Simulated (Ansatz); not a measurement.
# AlH2I: one structure at several levels

The atoms stand at a structure displaced at random from a GFN2-xTB minimum. How far do the functionals agree with CCSD(T) there?

The runs use Ansatz 0.2.0, Gaussian basis; single points in def2-TZVPP.

Cores are frozen in the correlated methods. Filled d shells of the heavier atoms are correlated. Core potentials replace the inner electrons past krypton, and spin-orbit coupling is left out.

## Step 1: Where the work starts

4 atoms, charge 0, spin multiplicity 1.

Atoms are counted from 1 here; the program's logs count them from 0.

Bond lengths: Al1–I2 2.675 Å, Al1–H3 1.496 Å, Al1–H4 1.686 Å. Angles: I2–Al1–H3 115.5°, I2–Al1–H4 122.9°, H3–Al1–H4 121.5°.

As a file:

```xyz
4
charge 0, multiplicity 1
Al   -0.3315    0.0293   -0.2546
I     1.9250   -0.7226    0.9687
H    -1.5866   -0.5912    0.2718
H    -0.3690    1.1991   -1.4681
```

## Step 2: CCSD(T)/def2-TZVPP

The input, run/in.yaml:

```yaml
crystal:
  periodic: [false, false, false]
  atoms:
    - {symbol: Al, position_ang: [-0.331500, 0.029300, -0.254600]}
    - {symbol: I, position_ang: [1.925000, -0.722600, 0.968700]}
    - {symbol: H, position_ang: [-1.586600, -0.591200, 0.271800]}
    - {symbol: H, position_ang: [-0.369000, 1.199100, -1.468100]}
basis:
  gaussian: {orbitals: def2-TZVPP}
correlation: {method: ccsd_t}
output: {forces: true}
```

No record of the launch command was kept for these runs.

## Step 3: PBE0-D4/def2-TZVPP

Changes to run/in.yaml since step 2:

```diff
@@ -9,3 +9,3 @@
   gaussian: {orbitals: def2-TZVPP}
-correlation: {method: ccsd_t}
-output: {forces: true}
+hamiltonian: {xc: pbe0, dispersion: d4}
+output: {forces: true, orbitals: {seedname: orbitals}}
```

## Step 4: wB97M-V/def2-TZVPP

Changes to run/in.yaml since step 3:

```diff
@@ -9,3 +9,3 @@
   gaussian: {orbitals: def2-TZVPP}
-hamiltonian: {xc: pbe0, dispersion: d4}
-output: {forces: true, orbitals: {seedname: orbitals}}
+hamiltonian: {xc: {name: wB97M-V}}
+output: {forces: true}
```

## Step 5: r2SCAN-D4/def2-TZVPP

Changes to run/in.yaml since step 4:

```diff
@@ -9,3 +9,3 @@
   gaussian: {orbitals: def2-TZVPP}
-hamiltonian: {xc: {name: wB97M-V}}
+hamiltonian: {xc: r2scan, dispersion: d4}
 output: {forces: true}
```

## Step 6: PBE-D4/def2-TZVPP

Changes to run/in.yaml since step 5:

```diff
@@ -9,3 +9,3 @@
   gaussian: {orbitals: def2-TZVPP}
-hamiltonian: {xc: r2scan, dispersion: d4}
+hamiltonian: {xc: pbe, dispersion: d4}
 output: {forces: true}
```

## Step 7: SPW92/def2-TZVPP

Changes to run/in.yaml since step 6:

```diff
@@ -9,3 +9,3 @@
   gaussian: {orbitals: def2-TZVPP}
-hamiltonian: {xc: pbe, dispersion: d4}
+hamiltonian: {xc: lda}
 output: {forces: true}
```

## Step 8: wB97X-V/def2-TZVPP

Changes to run/in.yaml since step 7:

```diff
@@ -9,3 +9,3 @@
   gaussian: {orbitals: def2-TZVPP}
-hamiltonian: {xc: lda}
+hamiltonian: {xc: {name: wB97X-V}}
 output: {forces: true}
```

(Steps that only read results are left out.)

What does the calculation give? Wanted: energy less free atoms, CCSD(T)/def2-TZVPP; RMS force component; RMS force error; HOMO and LUMO, PBE0-D4; T1 diagnostic.

As calculated:

```
                                  quantity                                                                                         value
energy less free atoms, CCSD(T)/def2-TZVPP                                                                                 -863.2 kJ/mol
                       RMS force component                                                          0.929 to 0.981 eV/Å over the methods
                           RMS force error  PBE0-D4 0.029, wB97M-V 0.062, r2SCAN-D4 0.030, PBE-D4 0.110, SPW92 0.094, wB97X-V 0.017 eV/Å
                    HOMO and LUMO, PBE0-D4                                                                            -7.52 and -2.12 eV
                             T1 diagnostic                                                                                         0.008
```

**Reading.** Against CCSD(T) the functionals' energies less atoms differ by -94.7 to +0.6 kJ/mol, PBE-D4 by -0.9 kJ/mol. The reference is not at the basis limit: in triple zeta CCSD(T) underbinds, which counts against methods that bind more; the gaps are no ranking. The forces of wB97X-V come nearest to CCSD(T), those of PBE-D4 are farthest. Frozen-core CCSD(T) forces in triple zeta carry basis errors of their own, and this is one geometry, so small gaps rank nothing.
